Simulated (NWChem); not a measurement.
**LRC-wPBEh/x2c-TZVPall-2c (DKH2) run of ZnF2 (SMILES [F][Zn][F])**

What is the vertical singlet–triplet gap of ZnF2 at LRC-wPBEh/x2c-TZVPall-2c (DKH2)? 

The calculation is run with NWChem 7.3.0.

1 further run of the same task is left out (set aside as unsound or not needed).

### Step 1. The system as given

ZnF2 has 3 atoms, charge 0, and is taken as a singlet. SMILES: `[F][Zn][F]`. The shape comes from GFN1-xTB, which is rough for such elements, and wasn't checked as a minimum.

Bond lengths: Zn1–F2 1.657 Å, Zn1–F3 1.657 Å. Angles: F2–Zn1–F3 178.9°.

### Step 2. A single-point energy at LRC-wPBEh/x2c-TZVPall-2c (DKH2)

Contents of a.nw:

```
start a
memory total 2200 mb
geometry units angstroms noautoz
 Zn      -0.009230      -0.005300      -0.000580
 F       -0.012290      -0.018300       1.657000
 F        0.021520       0.023590      -1.656420
end
basis spherical bse
 Zn library x2c-TZVPall-2c
 F library x2c-TZVPall-2c
end
relativistic
 douglas-kroll dkh
end
dft
 xc xwpbe 0.80 cpbe96 1.0 hfexch 1.00
 cam 0.2 cam_alpha 0.20 cam_beta 0.80
 grid fine
 convergence energy 1e-06
 direct
 iterations 200
 mulliken
end
task dft energy
```

On the command line:

```
$ nwchem a.nw > a.out
```

Standard output:

```text
[...]
 Group name             C2v
[...]
          Wavefunction type:  closed shell.
          No. of atoms     :     3
          No. of electrons :    48
[...]
          Charge           :     0
          Spin multiplicity:     1
[...]
          AO basis - number of functions:   116
[...]
              XC Information
              --------------
                     Hartree-Fock (Exact) Exchange  1.000
                     LC-wPBE(h)Exchange Functional  0.800
            Perdew 1991 LDA Correlation Functional  1.000 local
           PerdewBurkeErnz. Correlation Functional  1.000 non-local
[...]
 d= 0,ls=0.0,diis     1  -1995.2318279622 -2.18D+03  1.07D-02  2.59D+00     9.3
[...]
 d= 0,ls=0.0,diis     8  -1995.3657185991 -5.51D-08  2.60D-06  2.44D-06    48.5
         Total DFT energy =    -1995.365718599063
      One electron energy =    -3152.058786452270
           Coulomb energy =     1064.065482892813
    Exchange-Corr. energy =      -92.760070342976
 Nuclear repulsion energy =      185.387655303369
[...]
      Total Density - Mulliken Population Analysis
     ---------------------------------------------
    Atom       Charge   Shell Charges
 -----------   ------   -------------------------------------------------------
    1 Zn  30    29.05   2.00  2.00  1.18  0.80  0.63  0.03  0.68  5.29  0.04  4.71  1.28  0.21  0.14  5.33  3.28  1.29  0.15  0.00
    2 F    9     9.47   0.77  1.20  0.60  0.99  0.37  2.27  2.15  1.12  0.00  0.01  0.00
    3 F    9     9.47   0.77  1.20  0.60  0.99  0.37  2.27  2.15  1.12  0.00  0.01  0.00
[...]
```

Wall time 49 s (1 thread of Intel Xeon Platinum 8488C (Sapphire Rapids), shared host); peak memory 0.11 GiB.

### Step 3. The triplet

Contents of a.nw:

```
start a
memory 2200 mb

geometry units angstrom noautosym nocenter noautoz
 Zn   -0.009230   -0.005300   -0.000580
 F    -0.012290   -0.018300    1.657000
 F     0.021520    0.023590   -1.656420
end

basis spherical bse
 * library x2c-TZVPall-2c
end

relativistic
 douglas-kroll dkh
end

dft
 xc xwpbe 0.80 cpbe96 1.0 hfexch 1.00
 cam 0.2 cam_alpha 0.20 cam_beta 0.80
 mult 3
 grid fine
 convergence energy 1e-06
 direct
 iterations 150
 mulliken
 noprint "final vectors analysis"
end

task dft
```

On the command line:

```
$ nwchem a.nw > a.out
```

Standard output:

```text
[...]
          Wavefunction type:  spin polarized.
          No. of atoms     :     3
          No. of electrons :    48
[...]
          Charge           :     0
          Spin multiplicity:     3
[...]
          AO basis - number of functions:   116
[...]
              XC Information
              --------------
                     Hartree-Fock (Exact) Exchange  1.000
                     LC-wPBE(h)Exchange Functional  0.800
            Perdew 1991 LDA Correlation Functional  1.000 local
           PerdewBurkeErnz. Correlation Functional  1.000 non-local
[...]
 d= 0,ls=0.0,diis     1  -1995.0520257910 -2.18D+03  4.87D-03  4.64D-01    13.4
[...]
 d= 0,ls=0.0,diis    11  -1995.1079250329 -2.86D-07  4.43D-06  7.78D-08   100.3
[...]
         Total DFT energy =    -1995.107925032896
      One electron energy =    -3149.724605999564
           Coulomb energy =     1061.802193113131
    Exchange-Corr. energy =      -92.573192231030
 Nuclear repulsion energy =      185.387680084568
[...]
      Total Density - Mulliken Population Analysis
     ---------------------------------------------
    Atom       Charge   Shell Charges
 -----------   ------   -------------------------------------------------------
    1 Zn  30    29.60   2.00  2.00  1.19  0.79  0.84  0.57  0.68  5.29  0.04  4.72  1.28  0.18  0.10  5.31  3.23  1.25  0.13  0.00
    2 F    9     9.20   0.77  1.20  0.62  1.01  0.32  2.24  2.09  0.95  0.00  0.01  0.00
    3 F    9     9.20   0.77  1.20  0.62  1.01  0.32  2.24  2.09  0.95  0.00  0.01  0.00
[...]
      <S2> =      2.0081 (Exact =     2.0000)
[...]
```

Run time: 1.7 min. Hardware: 1 thread of Intel Xeon Platinum 8488C (Sapphire Rapids), shared host; peak memory 0.12 GiB.

### Step 4. Results

At LRC-wPBEh/x2c-TZVPall-2c (DKH2):

```
                                        quantity           value
                           singlet: total energy  -1995.36572 Eh
                          singlet: dipole moment          0.07 D
                            singlet: HOMO energy       -12.40 eV
                            singlet: LUMO energy         0.25 eV
                          singlet: HOMO–LUMO gap        12.65 eV
                           triplet: total energy  -1995.10793 Eh
                          triplet: dipole moment          0.07 D
                                   triplet: ⟨S²⟩           2.008
vertical energy of the triplet above the singlet        7.015 eV
```

What this shows: At this shape the triplet lies 7.01 eV (162 kcal/mol) above the singlet.
